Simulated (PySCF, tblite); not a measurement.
# C5H3F3S2: a rotation path, then NMR shifts on frames

How do NMR shifts of C5H3F3S2 (`FC(F)(F)Sc1ccsc1`) change as the atoms move?

Computed with tblite 0.8.0 and PySCF 2.14.0, with density-fitted response routines of our own, on a single molecule in the gas phase. Atoms are numbered from 0 throughout.

**1. The starting structure**

13 atoms, charge 0, multiplicity 1; geometry from: GFN2-xTB.

Bonds of the start (Å): F0–C1 1.33, C1–F2 1.34, C1–F3 1.34, C1–S4 1.83, S4–C5 1.78, C5–C6 1.42, C6–C7 1.35, C7–S8 1.72, S8–C9 1.71, C9–C5 1.36, C6–H10 1.07, C7–H11 1.07, C9–H12 1.07.

**2. The rotation path with GFN2-xTB**

What the job is given:

```
{"job": {"kind": "neb", "xc": "GFN2-xTB", "basis": "xTB", "atoms": [9, 5, 4, 1], "turn": 120}, "charge": 0, "multiplicity": 1}
F      3.503962    -0.431732     0.507654
C      2.265992    -0.084761     0.180884
F      1.946687     1.003716     0.885369
F      2.269313     0.279918    -1.104764
S      1.107273    -1.464725     0.490490
C     -0.358627    -0.586109     0.004999
C     -1.155320     0.162759     0.905513
C     -2.206507     0.740845     0.276828
S     -2.241803     0.378587    -1.406000
C     -0.823660    -0.567099    -1.274729
H     -0.936685     0.257041     1.952612
H     -2.971287     1.362026     0.697311
H     -0.403725    -1.049979    -2.133895
```

Method: GFN2-xTB climbing-image nudged elastic band, gas phase.

Started as:

```
$ OMP_NUM_THREADS=1 python probes_run.py task.json out
```

One launch serves the whole session: the jobs run in the order shown.

Log:

```text
image   E - E0 / eV
  0       0.0000
  1       0.0017
  2       0.0121
  3       0.0331
  4       0.0616
  5       0.0557
  6       0.0266
  7       0.0082
  8      -0.0006
```

It took 5.2 s on 1 thread of Arm Neoverse V1, shared host; peak memory 0.19 GiB.

The final band, with the dihedral C9–C5–S4–C1:

```
image  dihedral (°)  energy (eV)  energy (kcal/mol)
    0            89        0.000                0.0
    1           109        0.002                0.0
    2           128        0.012                0.3
    3           149        0.033                0.8
    4           172        0.062                1.4
    5           194        0.056                1.3
    6           216        0.027                0.6
    7           236        0.008                0.2
    8           256       -0.001                0.0
```

**3. Nuclear shieldings: image 0, PBE0/pcSseg-1**

What the job is given:

```
{"job": {"kind": "nmr", "xc": "PBE0", "basis": "pcSseg-1", "pop": false}, "charge": 0, "multiplicity": 1}
F      3.504000    -0.431700     0.507700
C      2.266000    -0.084800     0.180900
F      1.946700     1.003700     0.885400
F      2.269300     0.279900    -1.104800
S      1.107300    -1.464700     0.490500
C     -0.358600    -0.586100     0.005000
C     -1.155300     0.162800     0.905500
C     -2.206500     0.740800     0.276800
S     -2.241800     0.378600    -1.406000
C     -0.823700    -0.567100    -1.274700
H     -0.936700     0.257000     1.952600
H     -2.971300     1.362000     0.697300
H     -0.403700    -1.050000    -2.133900
```

Level: GIAO PBE0/pcSseg-1 NMR shielding, non-relativistic, gas phase.

Log:

```text
coarse grid: 13800 points
cycle   1  E = -1287.1381636571  dE =  1.983e+00  |g| = 9.178e-01  |ddm| = 3.764e+00
cycle   2  E = -1286.9487498423  dE =  1.894e-01  |g| = 1.440e+00  |ddm| = 1.252e+00
cycle   3  E = -1287.2905275952  dE = -3.418e-01  |g| = 4.731e-02  |ddm| = 7.866e-01
cycle   4  E = -1287.2906542944  dE = -1.267e-04  |g| = 4.164e-02  |ddm| = 1.148e-01
cycle   5  E = -1287.2910468745  dE = -3.926e-04  |g| = 1.442e-02  |ddm| = 6.015e-02
cycle   6  E = -1287.2910971937  dE = -5.032e-05  |g| = 3.418e-03  |ddm| = 1.638e-02
cycle   7  E = -1287.2910999787  dE = -2.785e-06  |g| = 9.602e-04  |ddm| = 4.117e-03
final grid: 130464 points
cycle   8  E = -1287.3743579015  dE = -3.549e-05  |g| = 1.075e-02  |ddm| = 3.139e-02
cycle   9  E = -1287.3743179573  dE =  3.994e-05  |g| = 1.650e-02  |ddm| = 2.691e-02
cycle  10  E = -1287.3743843011  dE = -6.634e-05  |g| = 1.949e-03  |ddm| = 1.880e-02
cycle  11  E = -1287.3743852847  dE = -9.836e-07  |g| = 4.102e-04  |ddm| = 2.470e-03
cycle  12  E = -1287.3743853238  dE = -3.904e-08  |g| = 1.068e-04  |ddm| = 4.355e-04
cycle  13  E = -1287.3743853261  dE = -2.358e-09  |g| = 3.957e-05  |ddm| = 1.378e-04
cycle  14  E = -1287.3743853265  dE = -3.242e-10  |g| = 1.403e-05  |ddm| = 4.484e-05
converged SCF energy = -1287.3743853265

GIAO shielding tensors (ppm)
atom      isotropic    diamagn.    paramagn.     s11        s22        s33       span
  0 F      241.358     467.081    -225.723    167.801    230.914    325.359    157.558
  1 C       45.864     243.461    -197.596     31.480     49.697     56.416     24.936
  2 F      222.367     476.385    -254.018    147.510    200.053    319.538    172.028
  3 F      223.095     475.493    -252.399    145.390    201.837    322.057    176.667
  4 S      388.267    1054.536    -666.269    171.901    327.297    665.604    493.703
  5 C       58.613     260.573    -201.961    -16.848     61.379    131.307    148.156
  6 C       47.316     248.904    -201.588    -37.618     40.673    138.892    176.509
  7 C       52.031     260.761    -208.730    -36.437     46.641    145.889    182.326
  8 S      255.396    1056.004    -800.608    116.522    249.272    400.395    283.873
  9 C       42.171     254.944    -212.773    -49.934     38.164    138.283    188.217
 10 H       24.174      31.137      -6.963     20.649     24.705     27.169      6.520
 11 H       24.398      30.394      -5.996     21.281     24.826     27.088      5.807
 12 H       23.950      31.097      -7.147     20.617     24.337     26.894      6.277
```

Run time: 28 s. Hardware: 1 thread of Arm Neoverse V1, shared host; peak memory 0.88 GiB.

The references, computed at this level on geometries of the same kind, shield at (ppm): 1H TMS 31.72, 13C TMS 186.9, 19F CFCl3 170.9, 33S CS2 504. Their shielding less the atom's gives the shift. The references are single molecules in the gas phase, so shifts against H2O, NH3, PH3, H3PO4 or CFCl3 are not on the usual liquid scales and can be off by tens of ppm. Each atom is listed at this fixed geometry, with no averaging over motion; a spectrum would average atoms that exchange fast.

```
atoms                                         environment  σ (ppm)  δ (ppm)
   C9                 aromatic CH next to the ring sulfur     42.2    144.8
   C1                                          CF3 carbon     45.9    141.1
   C6                                         aromatic CH     47.3    139.6
   C7                 aromatic CH next to the ring sulfur     52.0    134.9
   C5                      aromatic carbon bearing sulfur     58.6    128.3
  H12  hydrogen on an aromatic CH next to the ring sulfur    23.95     7.77
  H10                          hydrogen on an aromatic CH    24.17     7.54
  H11  hydrogen on an aromatic CH next to the ring sulfur    24.40     7.32
   F2                           fluorine of an SCF3 group    222.4    -51.4
   F3                           fluorine of an SCF3 group    223.1    -52.1
   F0                           fluorine of an SCF3 group    241.4    -70.4
   S8                                aromatic ring sulfur      255      248
   S4                                      sulfide sulfur      388      115
```

Ring of atoms C5, C6, C7, S8, C9: NICS(0) -12.5, NICS(1) -11.3, NICS(1)zz -26.8 ppm (means of both faces).

**4. Shielding tensors: image 2, PBE0/pcSseg-1**

What the job is given:

```
{"job": {"kind": "nmr", "xc": "PBE0", "basis": "pcSseg-1", "pop": false}, "charge": 0, "multiplicity": 1}
F      3.519400    -0.405500     0.499000
C      2.253500    -0.020200     0.393600
F      1.931400     0.598800     1.532900
F      2.180500     0.894800    -0.574400
S      1.188900    -1.470100     0.055800
C     -0.334100    -0.607900    -0.234500
C     -0.921200     0.312200     0.670000
C     -2.099700     0.788400     0.202500
S     -2.525200     0.107600    -1.318600
C     -1.087000    -0.819700    -1.349400
H     -0.482400     0.598600     1.607100
H     -2.749800     1.502700     0.665800
H     -0.878700    -1.479000    -2.167400
```

Method: GIAO PBE0/pcSseg-1 NMR shielding, non-relativistic, gas phase.

Log:

```text
coarse grid: 13800 points
cycle   1  E = -1287.1365956743  dE =  1.989e+00  |g| = 9.193e-01  |ddm| = 3.779e+00
cycle   2  E = -1286.9487951026  dE =  1.878e-01  |g| = 1.440e+00  |ddm| = 1.270e+00
cycle   3  E = -1287.2896248815  dE = -3.408e-01  |g| = 5.037e-02  |ddm| = 7.901e-01
cycle   4  E = -1287.2896878788  dE = -6.300e-05  |g| = 4.734e-02  |ddm| = 1.165e-01
cycle   5  E = -1287.2902366171  dE = -5.487e-04  |g| = 1.374e-02  |ddm| = 6.272e-02
cycle   6  E = -1287.2902828882  dE = -4.627e-05  |g| = 4.137e-03  |ddm| = 1.607e-02
cycle   7  E = -1287.2902869377  dE = -4.049e-06  |g| = 8.988e-04  |ddm| = 3.981e-03
final grid: 130464 points
cycle   8  E = -1287.3729955901  dE = -3.535e-05  |g| = 1.023e-02  |ddm| = 3.301e-02
cycle   9  E = -1287.3729609018  dE =  3.469e-05  |g| = 1.552e-02  |ddm| = 2.537e-02
cycle  10  E = -1287.3730195249  dE = -5.862e-05  |g| = 1.851e-03  |ddm| = 1.780e-02
cycle  11  E = -1287.3730204081  dE = -8.832e-07  |g| = 4.166e-04  |ddm| = 2.424e-03
cycle  12  E = -1287.3730204487  dE = -4.067e-08  |g| = 9.647e-05  |ddm| = 4.155e-04
cycle  13  E = -1287.3730204507  dE = -1.964e-09  |g| = 3.324e-05  |ddm| = 1.282e-04
cycle  14  E = -1287.3730204509  dE = -2.251e-10  |g| = 1.182e-05  |ddm| = 4.032e-05
converged SCF energy = -1287.3730204509

GIAO shielding tensors (ppm)
atom      isotropic    diamagn.    paramagn.     s11        s22        s33       span
  0 F      236.096     467.064    -230.968    162.867    220.288    325.133    162.266
  1 C       45.013     243.937    -198.924     30.819     48.208     56.013     25.194
  2 F      218.885     475.973    -257.088    148.815    187.768    320.071    171.256
  3 F      220.468     475.910    -255.442    142.846    199.656    318.902    176.056
  4 S      371.082    1054.121    -683.039    153.048    331.101    629.097    476.050
  5 C       57.229     260.697    -203.468    -17.205     58.813    130.080    147.284
  6 C       51.172     249.697    -198.525    -34.472     42.440    145.549    180.021
  7 C       51.066     260.020    -208.954    -38.840     46.340    145.698    184.538
  8 S      267.444    1055.731    -788.287    126.700    264.686    410.945    284.245
  9 C       50.152     254.965    -204.813    -38.246     49.000    139.704    177.950
 10 H       24.041      31.632      -7.591     19.409     23.736     28.979      9.570
 11 H       24.361      30.481      -6.120     21.240     25.022     26.822      5.582
 12 H       24.324      31.023      -6.699     20.765     25.513     26.693      5.928
```

It took 28 s on 1 thread of Arm Neoverse V1, shared host; peak memory 0.91 GiB.

In short: δ C1 141.9, C9 136.8, C7 135.9, C6 135.8, H10 7.68, H12 7.39 ppm.

**5. Nuclear shieldings: image 4, PBE0/pcSseg-1**

What the job is given:

```
{"job": {"kind": "nmr", "xc": "PBE0", "basis": "pcSseg-1", "pop": false}, "charge": 0, "multiplicity": 1}
F      3.539500    -0.356100     0.543400
C      2.252200    -0.030800     0.547800
F      1.838100    -0.061800     1.817300
F      2.154100     1.234800     0.136900
S      1.343300    -1.201600    -0.515600
C     -0.290400    -0.509000    -0.468500
C     -0.754700     0.535500     0.368200
C     -2.067800     0.799300     0.155800
S     -2.758900    -0.211800    -1.046300
C     -1.260600    -1.006900    -1.285700
H     -0.161800     1.068100     1.086400
H     -2.669700     1.539200     0.643500
H     -1.167700    -1.798500    -2.000800
```

Method: GIAO PBE0/pcSseg-1 NMR shielding, non-relativistic, gas phase.

Log:

```text
coarse grid: 13800 points
cycle   1  E = -1287.1310158320  dE =  2.006e+00  |g| = 9.251e-01  |ddm| = 3.802e+00
cycle   2  E = -1286.9441010352  dE =  1.869e-01  |g| = 1.444e+00  |ddm| = 1.280e+00
cycle   3  E = -1287.2860372761  dE = -3.419e-01  |g| = 5.251e-02  |ddm| = 7.907e-01
cycle   4  E = -1287.2860572497  dE = -1.997e-05  |g| = 5.070e-02  |ddm| = 1.097e-01
cycle   5  E = -1287.2867011161  dE = -6.439e-04  |g| = 1.400e-02  |ddm| = 6.278e-02
cycle   6  E = -1287.2867485731  dE = -4.746e-05  |g| = 4.273e-03  |ddm| = 1.562e-02
cycle   7  E = -1287.2867528151  dE = -4.242e-06  |g| = 8.568e-04  |ddm| = 3.856e-03
final grid: 130464 points
cycle   8  E = -1287.3691320241  dE = -3.639e-05  |g| = 9.968e-03  |ddm| = 3.723e-02
cycle   9  E = -1287.3691002706  dE =  3.175e-05  |g| = 1.495e-02  |ddm| = 2.428e-02
cycle  10  E = -1287.3691549987  dE = -5.473e-05  |g| = 1.801e-03  |ddm| = 1.689e-02
cycle  11  E = -1287.3691558346  dE = -8.358e-07  |g| = 4.106e-04  |ddm| = 2.301e-03
cycle  12  E = -1287.3691558743  dE = -3.975e-08  |g| = 9.678e-05  |ddm| = 4.044e-04
cycle  13  E = -1287.3691558763  dE = -1.964e-09  |g| = 3.051e-05  |ddm| = 1.215e-04
cycle  14  E = -1287.3691558765  dE = -1.962e-10  |g| = 7.306e-06  |ddm| = 4.023e-05
converged SCF energy = -1287.3691558765

GIAO shielding tensors (ppm)
atom      isotropic    diamagn.    paramagn.     s11        s22        s33       span
  0 F      232.971     467.276    -234.305    163.848    210.522    324.542    160.694
  1 C       44.420     244.724    -200.304     31.610     46.665     54.984     23.374
  2 F      216.214     476.063    -259.849    137.223    193.523    317.894    180.671
  3 F      221.283     476.309    -255.025    139.760    202.619    321.471    181.711
  4 S      341.263    1053.891    -712.628    121.191    333.879    568.719    447.528
  5 C       55.841     260.917    -205.076    -18.790     59.678    126.636    145.426
  6 C       56.363     250.611    -194.248    -27.032     49.028    147.093    174.124
  7 C       50.843     259.279    -208.436    -40.064     46.386    146.207    186.272
  8 S      270.801    1055.478    -784.677    116.637    283.531    412.235    295.598
  9 C       62.605     254.308    -191.703    -20.551     64.101    144.264    164.815
 10 H       24.310      32.611      -8.301     19.131     23.229     30.570     11.438
 11 H       24.376      30.445      -6.070     21.241     25.125     26.761      5.520
 12 H       24.934      30.742      -5.809     20.820     26.495     27.486      6.666
```

Wall time 28 s (1 thread of Arm Neoverse V1, shared host); peak memory 0.91 GiB.

This run: δ C1 142.5, C7 136.1, C5 131.1, C6 130.6, H10 7.41, H11 7.34 ppm.

**6. Nuclear shieldings: image 6, PBE0/pcSseg-1**

What the job is given:

```
{"job": {"kind": "nmr", "xc": "PBE0", "basis": "pcSseg-1", "pop": false}, "charge": 0, "multiplicity": 1}
F      3.486500    -0.527600     0.624700
C      2.222800    -0.122600     0.584900
F      1.592000    -0.635300     1.641300
F      2.230100     1.204700     0.743800
S      1.463800    -0.642700    -0.995300
C     -0.239100    -0.311900    -0.626400
C     -0.726400     0.803600     0.099700
C     -2.079700     0.803400     0.165700
S     -2.779300    -0.526700    -0.667800
C     -1.230900    -1.115800    -1.101000
H     -0.107700     1.557100     0.548800
H     -2.711300     1.519400     0.652000
H     -1.125200    -2.005100    -1.688200
```

Level: GIAO PBE0/pcSseg-1 NMR shielding, non-relativistic, gas phase.

Log:

```text
coarse grid: 13800 points
cycle   1  E = -1287.1342342446  dE =  1.995e+00  |g| = 9.219e-01  |ddm| = 3.790e+00
cycle   2  E = -1286.9462868950  dE =  1.879e-01  |g| = 1.443e+00  |ddm| = 1.280e+00
cycle   3  E = -1287.2881644729  dE = -3.419e-01  |g| = 5.194e-02  |ddm| = 7.953e-01
cycle   4  E = -1287.2882006807  dE = -3.621e-05  |g| = 4.983e-02  |ddm| = 1.156e-01
cycle   5  E = -1287.2888190129  dE = -6.183e-04  |g| = 1.372e-02  |ddm| = 6.363e-02
cycle   6  E = -1287.2888647404  dE = -4.573e-05  |g| = 4.264e-03  |ddm| = 1.583e-02
cycle   7  E = -1287.2888690085  dE = -4.268e-06  |g| = 8.746e-04  |ddm| = 3.941e-03
final grid: 130464 points
cycle   8  E = -1287.3715523594  dE = -3.658e-05  |g| = 9.957e-03  |ddm| = 3.474e-02
cycle   9  E = -1287.3715210876  dE =  3.127e-05  |g| = 1.488e-02  |ddm| = 2.442e-02
cycle  10  E = -1287.3715751992  dE = -5.411e-05  |g| = 1.779e-03  |ddm| = 1.712e-02
cycle  11  E = -1287.3715760186  dE = -8.195e-07  |g| = 4.160e-04  |ddm| = 2.384e-03
cycle  12  E = -1287.3715760592  dE = -4.057e-08  |g| = 9.498e-05  |ddm| = 4.045e-04
cycle  13  E = -1287.3715760611  dE = -1.924e-09  |g| = 3.141e-05  |ddm| = 1.249e-04
cycle  14  E = -1287.3715760613  dE = -2.069e-10  |g| = 8.864e-06  |ddm| = 4.079e-05
converged SCF energy = -1287.3715760613

GIAO shielding tensors (ppm)
atom      isotropic    diamagn.    paramagn.     s11        s22        s33       span
  0 F      234.140     467.193    -233.053    160.847    216.896    324.676    163.830
  1 C       44.687     244.373    -199.685     30.858     47.618     55.586     24.727
  2 F      221.826     476.399    -254.574    143.492    202.224    319.761    176.269
  3 F      215.188     475.625    -260.438    144.049    182.180    319.334    175.286
  4 S      357.422    1054.034    -696.612    136.385    331.363    604.517    468.132
  5 C       56.233     260.933    -204.700    -18.387     58.312    128.775    147.162
  6 C       53.847     250.106    -196.259    -30.992     44.993    147.539    178.532
  7 C       50.735     259.749    -209.015    -39.783     46.286    145.701    185.484
  8 S      271.312    1055.607    -784.295    126.438    274.024    413.475    287.037
  9 C       55.698     254.701    -199.002    -30.180     55.898    141.376    171.555
 10 H       24.122      32.012      -7.890     19.008     23.570     29.787     10.779
 11 H       24.351      30.481      -6.130     21.225     25.055     26.774      5.549
 12 H       24.600      30.934      -6.334     20.748     26.011     27.042      6.294
```

Wall time 28 s (1 thread of Arm Neoverse V1, shared host); peak memory 0.91 GiB.

In short: δ C1 142.2, C7 136.2, C6 133.1, C9 131.2, H10 7.60, H11 7.37 ppm.

**7. Nuclear shieldings: image 8, PBE0/pcSseg-1**

What the job is given:

```
{"job": {"kind": "nmr", "xc": "PBE0", "basis": "pcSseg-1", "pop": false}, "charge": 0, "multiplicity": 1}
F      3.486400    -0.503800     0.546300
C      2.172200    -0.322100     0.563800
F      1.625300    -1.352700     1.214100
F      1.922600     0.768300     1.294100
S      1.519600    -0.174200    -1.138400
C     -0.193100    -0.073500    -0.680800
C     -0.802300     1.092200    -0.153800
C     -2.115900     0.891400     0.108300
S     -2.627600    -0.702000    -0.296400
C     -1.053800    -1.119700    -0.817300
H     -0.273800     2.010500     0.021400
H     -2.823300     1.585300     0.515900
H     -0.841000    -2.099300    -1.194800
```

Level: GIAO PBE0/pcSseg-1 NMR shielding, non-relativistic, gas phase.

Log:

```text
coarse grid: 13800 points
cycle   1  E = -1287.1380626852  dE =  1.983e+00  |g| = 9.178e-01  |ddm| = 3.767e+00
cycle   2  E = -1286.9493306639  dE =  1.887e-01  |g| = 1.440e+00  |ddm| = 1.256e+00
cycle   3  E = -1287.2904577360  dE = -3.411e-01  |g| = 4.765e-02  |ddm| = 7.847e-01
cycle   4  E = -1287.2905718021  dE = -1.141e-04  |g| = 4.248e-02  |ddm| = 1.146e-01
cycle   5  E = -1287.2909905292  dE = -4.187e-04  |g| = 1.416e-02  |ddm| = 6.030e-02
cycle   6  E = -1287.2910397292  dE = -4.920e-05  |g| = 3.722e-03  |ddm| = 1.634e-02
cycle   7  E = -1287.2910430296  dE = -3.300e-06  |g| = 9.416e-04  |ddm| = 4.045e-03
final grid: 130464 points
cycle   8  E = -1287.3742803872  dE = -3.911e-05  |g| = 1.053e-02  |ddm| = 3.462e-02
cycle   9  E = -1287.3742437073  dE =  3.668e-05  |g| = 1.601e-02  |ddm| = 2.598e-02
cycle  10  E = -1287.3743054713  dE = -6.176e-05  |g| = 1.899e-03  |ddm| = 1.806e-02
cycle  11  E = -1287.3743064043  dE = -9.330e-07  |g| = 4.199e-04  |ddm| = 2.476e-03
cycle  12  E = -1287.3743064452  dE = -4.090e-08  |g| = 1.054e-04  |ddm| = 4.306e-04
cycle  13  E = -1287.3743064475  dE = -2.344e-09  |g| = 3.728e-05  |ddm| = 1.403e-04
cycle  14  E = -1287.3743064478  dE = -2.806e-10  |g| = 1.393e-05  |ddm| = 4.368e-05
converged SCF energy = -1287.3743064478

GIAO shielding tensors (ppm)
atom      isotropic    diamagn.    paramagn.     s11        s22        s33       span
  0 F      240.211     467.039    -226.828    166.520    228.538    325.575    159.054
  1 C       45.748     243.458    -197.709     31.503     49.459     56.282     24.779
  2 F      221.160     475.871    -254.710    142.683    203.034    317.764    175.082
  3 F      222.613     476.051    -253.438    149.091    196.982    321.765    172.674
  4 S      384.977    1054.432    -669.455    169.770    326.291    658.869    489.100
  5 C       58.170     260.593    -202.423    -16.969     60.258    131.222    148.191
  6 C       47.917     249.117    -201.201    -37.461     40.501    140.710    178.171
  7 C       51.714     260.460    -208.745    -36.953     46.511    145.585    182.539
  8 S      259.244    1055.906    -796.661    121.131    253.109    403.493    282.362
  9 C       43.407     255.091    -211.684    -48.477     40.786    137.911    186.388
 10 H       24.156      31.271      -7.115     20.440     24.379     27.649      7.209
 11 H       24.383      30.425      -6.042     21.263     24.910     26.978      5.715
 12 H       24.006      31.089      -7.083     20.756     24.652     26.610      5.853
```

Wall time 28 s (1 thread of Arm Neoverse V1, shared host); peak memory 0.91 GiB.

In short: δ C9 143.5, C1 141.2, C6 139.0, C7 135.2, H12 7.71, H10 7.56 ppm.

**8. Comparing the runs: NMR shifts**

Shifts (ppm) of some atoms, chosen among heavy atoms and hydrogens apart, with basis size and wall time:

```
  frame     C9     C6   H12   H10     F0   S8   S4  functions  time
image 0  144.8  139.6  7.77  7.54  -70.4  248  115        199  28 s
image 2  136.8  135.8  7.39  7.68  -65.1  236  133        199  28 s
image 4  124.3  130.6  6.78  7.41  -62.0  233  162        199  28 s
image 6  131.2  133.1  7.12  7.60  -63.2  232  146        199  28 s
image 8  143.5  139.0  7.71  7.56  -69.3  244  119        199  28 s
```

**9. Outcome**

| quantity | value |
| --- | --- |
| barrier | 0.062 eV (1.4 kcal/mol) at image 4 |
| end to end (GFN2-xTB) | -0.001 eV |
| 13C shifts against TMS (PBE0/pcSseg-1, image 0) | 144.8, 141.1, 139.6, 134.9, 128.3 ppm |
| 1H shifts against TMS (PBE0/pcSseg-1, image 0) | 7.77, 7.54, 7.32 ppm |
| 19F shifts against CFCl3 (PBE0/pcSseg-1, image 0) | -51.4, -52.1, -70.4 ppm |
| 33S shifts against CS2 (PBE0/pcSseg-1, image 0) | 248, 115 ppm |
| range of the shift of S4 | 115 to 162 ppm |

Along the band the dihedral turns by 167°, and the top (dihedral 172°) lies 1.4 kcal/mol above the start (GFN2-xTB, rough), so at room temperature this motion is fast. The top was not checked by a frequency run. Shifts at one fixed geometry are not the observed spectrum, which averages over the motion. In the first frame run (image 0): The widest tensor belongs to S4: span 494 ppm, with a paramagnetic part of -666 ppm. NICS(1)zz of -27 ppm above the planar ring from C5 marks a diatropic (aromatic) ring current. Across the 5 runs the shift of S4 moves most, between 115 (image 0) and 162 ppm (image 4).
